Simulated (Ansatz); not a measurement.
**C2H4BrClSi: one species, many methods**

Aim: compute C2H4BrClSi with functionals from several rungs and with coupled cluster, and see how far each lands from CCSD(T) at the basis-set limit for the atomisation energy.

Computed with Ansatz 0.2.0, Gaussian basis. Level: functionals in def2-TZVPP, the program's frozen cores in correlated methods.

Plan: LDA (SPW92), PBE-D4, revPBE-D4, BLYP-D4, r2SCAN-D4, B97M-V, PBE0-D4, B3LYP-D4, r2SCANh-D4, r2SCAN0-D4, HSE06-D4, BHLYP-D4, CAM-B3LYP-D4, LC-ωPBE, ωB97X-V, ωB97M-V, B2PLYP, PBE-QIDH; CCSD(T)/def2-SVP; CCSD(T)/def2-TZVPP; MP2/def2-QZVPP; extrapolation to the limit; RPA on PBE.

### 1 The geometry

The geometry comes from an earlier relaxation with PBE0-D4 in a triple-zeta def2 set; it is a stationary point, not always the lowest conformer.

SMILES `ClC1(Br)C[SiH2]1`, 9 atoms, charge 0, spin multiplicity 1.

Atoms are counted from 1 here; the program's logs count them from 0.

Bond lengths: Cl1–C2 1.754 Å, C2–Br3 1.926 Å, C2–C4 1.529 Å, C2–Si5 1.858 Å, C4–Si5 1.860 Å, C4–H6 1.085 Å, C4–H7 1.086 Å, Si5–H8 1.475 Å, Si5–H9 1.475 Å. Angles: Cl1–C2–Br3 113.0°, Cl1–C2–C4 115.4°, Cl1–C2–Si5 120.5°, Br3–C2–C4 114.8°, Br3–C2–Si5 119.0°, C4–C2–Si5 65.8°, C2–C4–Si5 65.7°, C2–C4–H6 115.7°, C2–C4–H7 114.8°, Si5–C4–H6 119.8°, Si5–C4–H7 119.2°, H6–C4–H7 113.3°, C2–Si5–C4 48.6°, C2–Si5–H8 118.4°, C2–Si5–H9 117.8°, C4–Si5–H8 119.5°, C4–Si5–H9 118.9°, H8–Si5–H9 116.4°.

### 2 LDA

This LDA is Slater exchange with PW92 correlation.

in.yaml reads:

```yaml
crystal:
  periodic: [false, false, false]
  atoms:
    - {symbol: Cl, position_ang: [1.281398, -1.948481, -0.380909]}
    - {symbol: C, position_ang: [0.131227, -0.637216, -0.564982]}
    - {symbol: Br, position_ang: [-0.784824, -0.672540, -2.259077]}
    - {symbol: C, position_ang: [0.636428, 0.741547, -0.138692]}
    - {symbol: Si, position_ang: [-0.739456, 0.069114, 0.917095]}
    - {symbol: H, position_ang: [0.436510, 1.551268, -0.832519]}
    - {symbol: H, position_ang: [1.647861, 0.753628, 0.255306]}
    - {symbol: H, position_ang: [-2.108898, 0.588949, 0.744966]}
    - {symbol: H, position_ang: [-0.411747, -0.492569, 2.241512]}
basis:
  gaussian: {orbitals: def2-TZVPP}
hamiltonian: {xc: lda}
output: {orbitals: {seedname: orbitals}}
```

Further steps of the session: PBE-D4 (GGA); revPBE-D4 (GGA); BLYP-D4 (GGA); r2SCAN-D4 (meta-GGA); B97M-V (meta-GGA); PBE0-D4 (hybrid); B3LYP-D4 (hybrid); r2SCANh-D4 (hybrid); r2SCAN0-D4 (hybrid); HSE06-D4 (hybrid); BHLYP-D4 (hybrid); CAM-B3LYP-D4 (range-separated); LC-ωPBE (range-separated); ωB97X-V (range-separated); ωB97M-V (range-separated); B2PLYP (double hybrid); PBE-QIDH (double hybrid); CCSD(T) in def2-SVP; CCSD(T) in def2-TZVPP; MP2 in def2-QZVPP; RPA on PBE orbitals.

Q: Predict the results of all the runs planned. Wanted: atomisation energy, CCSD(T)/CBS; farthest beyond LDA; mean size of error, GGA; mean size of error, meta-GGA; mean size of error, hybrid; mean size of error, range-separated; mean size of error, double hybrid; gap, smallest and largest; T1 diagnostic.

**Answer**, as computed:

| quantity | value |
| --- | --- |
| atomisation energy, CCSD(T)/CBS | 30.744 eV |
| functionals within 0.307 eV (1.0 %) | revPBE-D4, r2SCAN-D4, B97M-V, PBE0-D4, B3LYP-D4, r2SCANh-D4, r2SCAN0-D4, HSE06-D4, CAM-B3LYP-D4, LC-ωPBE, ωB97X-V, ωB97M-V, PBE-QIDH |
| farthest beyond LDA | BHLYP-D4 (-1.174 eV) |
| mean size of error, GGA | 0.397 eV |
| mean size of error, meta-GGA | 0.160 eV |
| mean size of error, hybrid | 0.385 eV |
| mean size of error, range-separated | 0.152 eV |
| mean size of error, double hybrid | 0.304 eV |
| gap, smallest and largest | 4.09 eV (LDA (SPW92)), 11.04 eV (LC-ωPBE) |
| T1 diagnostic | 0.0102 |
| triples share of the correlation energy | 4.2 % |

**Reading.** LDA overbinds by 5.050 eV (16 %). PBE-D4 misses by +0.829 eV. Double hybrids carry the basis error of their MP2 part in triple zeta, and no dispersion term here, so their miss is partly the set-up's. The rungs range-separated, meta-GGA, double hybrid miss on average by less than the doubt on the reference (0.307 eV), so they tie. Misses under about 0.307 eV are within the doubt on the reference itself, which lacks core-valence correlation, relativity and higher excitations, and its outer-core shells are covered unevenly. All levels share the lack of spin-orbit coupling, which lowers the free heavy atoms and so the true binding. Hartree-Fock recovers 70 % of the binding; the rest is correlation. CCSD(T) in def2-SVP is off by -2.093 eV, so the small basis spoils what the method gains. Orbital gaps span 4.1 to 11.0 eV; exact exchange widens them. Correlated methods include outer-core shells of Br, which these sets cover unevenly.
